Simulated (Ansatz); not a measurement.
# BGeHO: the cost of one run

Computed with Ansatz 0.2.0, Gaussian basis. Level: cc-pVTZ, core rule «outside noble gas», up to 16 orbitals frozen.

The runs, in order: UHF; CCSD(T) on RHF; CCSD(T) on UHF; BCCD(T) on RHF; CCSDT(Q) on RHF; CCSDT(Q) on UHF.

4 further runs of the same task are left out: 4 set aside as unsound or not needed. Runs told in other sessions of the task aren't counted.

### Step 1. What is computed

The geometry is a PBE0/def2-TZVP stationary point (not a proven minimum). No spin-orbit coupling is included. The filled d shell of Ge may be among the frozen orbitals whatever the setting's name suggests.

4 atoms, charge 0, spin multiplicity 1.

Atoms are counted from 1 here; the program's logs count them from 0.

Bond lengths: B1–O2 1.254 Å, B1–H4 1.186 Å, O2–Ge3 1.869 Å. Angles: O2–B1–H4 141.7°, B1–O2–Ge3 179.4°.

### Step 2. UHF

in.yaml reads:

```yaml
crystal:
  periodic: [false, false, false]
  atoms:
    - {symbol: B, position_ang: [0.000010, -0.216039, 0.852887]}
    - {symbol: O, position_ang: [-0.000011, -0.161947, -0.399996]}
    - {symbol: Ge, position_ang: [0.000001, -0.100065, -2.267738]}
    - {symbol: H, position_ang: [0.000001, 0.478051, 1.814846]}
basis:
  gaussian: {orbitals: cc-pVTZ}
magnetization: {spin_polarized: true, initial_magnetization: 0}
hamiltonian: {xc: hf}
output: {orbitals: {seedname: orbitals}}
```

On the command line:

```bash
> ansatz run in.yaml --threads 1 --pin off --events-out ev --progress --plain --max-ram 3968MiB --backend cpu
```

What time and memory should one allow on 1 thread of AMD EPYC 7R13, shared host?

About 21 s, with a peak of 0.39 GiB.
